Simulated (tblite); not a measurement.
# Ga24H16N24 ((4,4) GaN nanotube piece): the cost of one run

Programs: tblite 0.8.0 and PySCF 2.14.0, with routines of our own; each step states its level. All values are computed. Atoms count from 0.

### 1 The starting structure

64 atoms, charge 0, multiplicity 1; geometry from: force field, distance geometry or constructed start.

### 2 Optimising the geometry with GFN2-xTB

Job settings and geometry (Å):

```
{"job": {"kind": "relax", "xc": "GFN2-xTB", "basis": "xTB"}, "charge": 0, "multiplicity": 1}
Ga     2.497900     2.491200    -3.998300
N      0.909300     3.408100    -4.003600
N     -1.757600     3.051000    -2.397000
Ga    -2.493700     2.497400    -4.002900
N     -3.406500     0.911300    -3.993300
N     -3.056600    -1.763300    -2.400600
Ga    -2.492900    -2.491300    -4.000000
N     -0.909100    -3.402800    -3.995200
N      1.765500    -3.055400    -2.398400
Ga     2.490200    -2.493800    -3.995100
N      3.403400    -0.913700    -3.998800
Ga     3.523100    -0.002000    -2.398000
N      3.049900     1.763500    -2.393000
Ga     2.495200     2.492400    -0.802000
N      0.910300     3.410600    -0.799100
Ga    -0.001900     3.526200    -2.391700
N     -1.762400     3.055200     0.800200
Ga    -2.494100     2.489600    -0.800300
N     -3.406100     0.914300    -0.796800
Ga    -3.522800     0.000900    -2.395300
N     -3.055600    -1.759000     0.800800
Ga    -2.493900    -2.491500    -0.799500
N     -0.909100    -3.400900    -0.792700
Ga    -0.004200    -3.529900    -2.399500
N      1.763300    -3.050700     0.800200
Ga     2.486900    -2.493900    -0.796800
N      3.406200    -0.910200    -0.800000
Ga     3.525000     0.000600     0.800500
N      3.053900     1.763200     0.797300
Ga     2.494100     2.493400     2.401400
N      0.916100     3.406100     2.396900
Ga    -0.001900     3.526900     0.799500
N     -1.763800     3.053400     3.994800
Ga    -2.490900     2.491700     2.401700
N     -3.404300     0.914300     2.394700
Ga    -3.525100     0.002200     0.796400
N     -3.054100    -1.762700     3.992600
Ga    -2.492100    -2.490500     2.395400
N     -0.911400    -3.409400     2.397900
Ga    -0.004800    -3.522200     0.800500
N      1.762700    -3.055600     4.000500
Ga     2.498900    -2.498600     2.401700
N      3.410400    -0.911500     2.394400
Ga     3.528200    -0.000500     3.994900
N      3.049600     1.764500     3.999100
Ga    -0.001900     3.527200     3.993300
Ga    -3.523200     0.000100     3.996100
Ga    -0.000300    -3.523000     3.999000
H      3.334000     2.337900    -5.290200
H      0.542400     3.841800    -4.862800
H     -2.338400     3.325100    -5.287300
H     -3.834500     0.541800    -4.865100
H     -3.332800    -2.337900    -5.290300
H     -0.543900    -3.842700    -4.867800
H      2.338200    -3.333300    -5.288900
H      3.840600    -0.537500    -4.864200
H     -2.327200     3.092500     4.862900
H     -3.095500    -2.326200     4.864100
H      2.333900    -3.098900     4.868800
H      4.008300    -0.701500     5.289400
H      3.094400     2.334700     4.866300
H      0.707400     4.008900     5.288500
H     -4.007500     0.704200     5.291200
H     -0.703700    -4.005700     5.291500
```

On the command line:

```bash
$ OMP_NUM_THREADS=8 python large_run.py task.json out
```

The driver reads the jobs from task.json and runs them one after another.

**Question.** How long does this first job take on 8 threads of Arm Neoverse N1, shared host, and how much memory does it need?

About 37 s, with a peak of 0.15 GiB.
